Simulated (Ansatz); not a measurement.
**TlIO3: a single-point run**

Wanted: a converged single-point run for TlIO3, and a check of what comes out. The structure is shown as the input types it.

Computed with Ansatz 0.2.0 (density functional or hybrid calculation with the settings of its input, plane waves (as first typed), unless a step's input says otherwise).

1 further run of the same task is left out (set aside as unsound or not needed).

### 1 The system as given

Symmetry: R3m, No. 160, trigonal system. The conventional cell has a = 6.258 Å, b = 6.258 Å, c = 7.863 Å, α = 90.00°, β = 90.00°, γ = 120.00°. Tl (site symmetry 3m) has 9 O at 2.94 to 3.17 Å as nearest neighbours. Around I (site symmetry 3m) lie 3 O at 1.82 Å. Around O (site symmetry m) lie 1 I at 1.82 Å.

Coordinates:

```xyz
5
Lattice="3.1291 1.8066 2.6209 -3.1291 1.8066 2.6209 0.0000 -3.6132 2.6209" Properties=species:S:1:pos:R:3 pbc="T T T"
Tl    0.0000    0.0000    0.0355
I     0.0000    0.0000    3.9412
O     1.3910    0.8031    4.8012
O    -1.3910    0.8031    4.8012
O     0.0000   -1.6062    4.8012
```

### 2 Input and run

input.yaml

```yaml
crystal:
  lattice:
    - [3.1290862251, 1.8065787744, 2.6208670418]
    - [-3.1290862251, 1.8065787744, 2.6208670418]
    - [0.0, -3.6131575487, 2.6208670418]
  atoms:
    - { symbol: Tl, position: [0.0045146914, 0.0045146914, 0.0045146914] }
    - { symbol: I, position: [0.5012591162, 0.5012591162, 0.5012591162] }
    - { symbol: O, position: [0.9070071773, 0.4624595126, 0.4624595126] }
    - { symbol: O, position: [0.4624595126, 0.9070071773, 0.4624595126] }
    - { symbol: O, position: [0.4624595126, 0.4624595126, 0.9070071773] }
kpoints:
  mp_grid: { grid: [4, 4, 4] }
hamiltonian:
  xc: r2scan
scf:
  occupations: { method: fixed }
  n_extra_bands: 5
  max_iter: 98
output:
  forces: true
  stress: true
  eigenvalues: true
basis:
  ecutwfc: 40
```

Launch:

```console
> ansatz run input.yaml --threads 4 --pin off --max-ram 4608MiB --backend cpu --events-out ev --progress --plain --runs-dir out
```

**Question.** How will this run end, and is anything wrong with its input?

This run ends as converged, with warnings (band overlap at count, cutoff below recommended, metallic iterate). It gives a pressure of -1175 GPa and a largest force of 195.5 eV/Å, which is large.

The suspect setting: basis.ecutwfc is 40. The cutoff lies far under what these potentials need. The potentials' recommended cutoff is 500 eV.

To check: delete basis.ecutwfc (the default then holds).
